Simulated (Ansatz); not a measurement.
**H4SeSi: nudged elastic band for an internal rotation in Python**

The task is a nudged elastic band for an internal rotation, for H4SeSi. SMILES: [SiH3][SeH].

Computed with Ansatz 0.2.0 through its Python package. Level of theory: B3LYP/def2-SVP.

### Step 1. Starting point

Bond lengths: Si1–Se2 2.243 Å, Si1–H3 1.560 Å, Si1–H4 1.421 Å, Si1–H5 1.488 Å, Se2–H6 1.555 Å. Angles: Si1–Se2–H6 91.7°, Se2–Si1–H3 109.4°, Se2–Si1–H4 111.4°, Se2–Si1–H5 111.4°, H3–Si1–H4 110.1°, H3–Si1–H5 105.9°, H4–Si1–H5 108.6°.

The script holds or builds the structure itself.

### Step 2. The script

File run_neb.py:

```python
'''Barrier to internal rotation of H4SeSi by a nudged elastic band.'''

import ansatz as az
import numpy as np


def main() -> None:
    geometry_ang = [
        ('Si', (-0.2069, -0.3029, -0.4486)),
        ('Se', (0.8961, -0.2781, 1.5048)),
        ('H', (-1.608, 0.3558, -0.2609)),
        ('H', (-0.3516, -1.6264, -0.945)),
        ('H', (0.4926, 0.5147, -1.4769)),
        ('H', (0.8199, 1.2729, 1.5803)),
    ]
    system = az.Crystal.molecule()
    for symbol, xyz in geometry_ang:
        system = system.atom(symbol, xyz)

    job = system.calculation()
    job = job.basis(gaussian='def2-SVP')
    job = job.functional('B3LYP')
    symbols = [site.symbol for site in system.cartesian_sites]
    start = np.array([site.position_ang for site in system.cartesian_sites], dtype=float)
    r = job.relax(force_tolerance=0.005).run(threads=1, backend='cpu').report
    end = np.array(r['positions_ang'])

    # the end point is the same minimum with the three like atoms permuted
    first, second, third = [2, 3, 4]
    turned = end.copy()
    turned[[first, second, third]] = end[[second, third, first]]
    listed = lambda xyz: [{'symbol': s, 'position_ang': p.tolist()} for s, p in zip(symbols, xyz)]
    deck = job.input().to_dict()
    deck['crystal']['atoms'] = listed(end)
    deck['neb'] = {'final_atoms': listed(turned), 'images': 5, 'initial_path': 'idpp', 'f_tol': 0.03, 'max_iterations': 40}
    rounds = []
    band = az.Session.from_dict(deck).plan().execute(on_event=lambda e: rounds.append(e['data']) if e['event'] == 'neb_iteration' else None)
    for each in rounds:
        print(f'round {each["iteration"]:2d}  largest band force {each["band_force_max_ev_ang"]:.4f} eV/A')
    images = rounds[-1]['images']
    for image in images:
        print(f's = {image["path_coordinate_ang"]:6.3f} A   {(image["lagrangian_ev"] - images[0]["lagrangian_ev"]):8.3f} eV')


if __name__ == '__main__':
    main()
```

### Step 3. What the engine is handed

The package turns the script's settings into the engine's input (first run):

```yaml
crystal:
  periodic: [false, false, false]
  atoms:
    - { symbol: Si, position_ang: [-0.2069, -0.3029, -0.4486] }
    - { symbol: Se, position_ang: [0.8961, -0.2781, 1.5048] }
    - { symbol: H, position_ang: [-1.608, 0.3558, -0.2609] }
    - { symbol: H, position_ang: [-0.3516, -1.6264, -0.945] }
    - { symbol: H, position_ang: [0.4926, 0.5147, -1.4769] }
    - { symbol: H, position_ang: [0.8199, 1.2729, 1.5803] }
basis:
  gaussian:
    orbitals: def2-SVP
hamiltonian:
  xc: b3lyp
relax:
  f_tol: 0.005
```

### Step 4. Launch

The run is started by

```console
$ python run_neb.py
```

Without the output at hand: what should come out? Wanted: moves of the relaxation of run 1; energy gained in run 1; last largest force component of run 1; barrier forwards; barrier backwards; end to end.

As calculated:

| quantity | value |
| --- | --- |
| runs compared | 2 |
| moves of the relaxation of run 1 | 4 |
| energy gained in run 1 | 0.189 eV |
| last largest force component of run 1 | 0.0016 eV/Å |
| barrier forwards | 0.041 eV |
| barrier backwards | 0.041 eV |
| end to end | 0.000 eV |
| band iterations | 5 |

**Reading.** In CPU time, run 2 (band (NEB)) cost about 8.8 times as much as run 1 (relaxation). Run 1: After 4 moves the largest shift is 0.102 Å, of atom 6 (H). The highest image, number 3, lies 0.041 eV above the start, about 1.6 times kT at 300 K. The energies are electronic: no zero-point or thermal terms, and the basis set is short of its limit. b3lyp holds the VWN-RPA fit, as in Gaussian; the form of ORCA and Turbomole is b3lyp5.
